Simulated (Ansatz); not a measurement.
# BaPb4: the cost of one run

Computed with Ansatz 0.2.0 (DFT PBE, scalar-relativistic, plane waves, PAW, unless a step's input says otherwise).

1 further run of the same task is left out (it didn't finish).

### 1 The structure to begin with

Symmetry: P6/mmm, No. 191, hexagonal system. Conventional cell: a = 5.596 Å, b = 5.596 Å, c = 7.058 Å, α = 90.00°, β = 90.00°, γ = 120.00°. Around Ba (site symmetry 6/mmm) lie 12 Pb at 3.78 Å. Pb (site symmetry 3m) has 4 Pb at 3.14 to 3.23 Å as nearest neighbours.

As a file:

```cif
data_structure
_symmetry_space_group_name_H-M 'P 1'
_symmetry_Int_Tables_number 1
_cell_length_a 5.5957
_cell_length_b 5.5957
_cell_length_c 7.0582
_cell_angle_alpha 90.000
_cell_angle_beta 90.000
_cell_angle_gamma 120.000
_cell_volume 191.40
loop_
_atom_site_label
_atom_site_type_symbol
_atom_site_fract_x
_atom_site_fract_y
_atom_site_fract_z
_atom_site_occupancy
Ba1 Ba 0.00000 0.00000 0.00000 1
Pb1 Pb 0.33333 0.66667 0.27766 1
Pb2 Pb 0.66667 0.33333 0.27766 1
Pb3 Pb 0.66667 0.33333 0.72234 1
Pb4 Pb 0.33333 0.66667 0.72234 1
```

It is the end of an earlier relaxation with the same method, from a generated guess; it is a trial structure. At a tolerance of 0.05 Å it has space group P6/mmm (No. 191); it has 38.28 Å³/atom, an uncorrected energy of -0.20 eV/atom over the elements.

### 2 Static run: bands, density of states and charges

The input, input.yaml:

```yaml
crystal:
  lattice:
    - [5.595701882, 0.0, 0.0]
    - [-2.797850941, 4.8460199818, 0.0]
    - [0.0, 0.0, 7.0582094647]
  atoms:
    - { symbol: Ba, position: [0.0, 0.0, 0.0] }
    - { symbol: Pb, position: [0.3333333333, 0.6666666667, 0.2776581591] }
    - { symbol: Pb, position: [0.6666666667, 0.3333333333, 0.2776581591] }
    - { symbol: Pb, position: [0.6666666667, 0.3333333333, 0.7223418409] }
    - { symbol: Pb, position: [0.3333333333, 0.6666666667, 0.7223418409] }
basis:
  ecutwfc: 420
kpoints:
  mp_grid: { grid: [12, 12, 6] }
  band_path:
    path:
      - [[0.0, 0.0, 0.0], [0.5, 0.0, 0.0], [0.33333333, 0.33333333, 0.0], [0.0, 0.0, 0.0], [0.0, 0.0, 0.5], [0.5, 0.0, 0.5], [0.33333333, 0.33333333, 0.5], [0.0, 0.0, 0.5]]
      - [[0.5, 0.0, 0.5], [0.5, 0.0, 0.0]]
      - [[0.33333333, 0.33333333, 0.5], [0.33333333, 0.33333333, 0.0]]
    npoints: 14
hamiltonian:
  xc: pbe
scf:
  occupations: { method: gaussian, width: 0.1 }
  n_extra_bands: 12
output:
  forces: true
  stress: true
  eigenvalues: true
  populations: true
  dos: { projected: true, de: 0.02, nscf_kmesh: { grid: [15, 15, 8] } }
  bader: true
  write_density: true
  write_potential: true
  elf: true
  volumetric_format: npy
```

On the command line:

```
ansatz run input.yaml --threads 1 --pin off --max-ram 2560MiB --backend cpu --events-out ev --progress --plain --runs-dir out
```

What time and memory should one allow on 1 thread of Intel Xeon 6975P-C (Granite Rapids), shared host?

About 66 s, with a peak of 1 GiB.
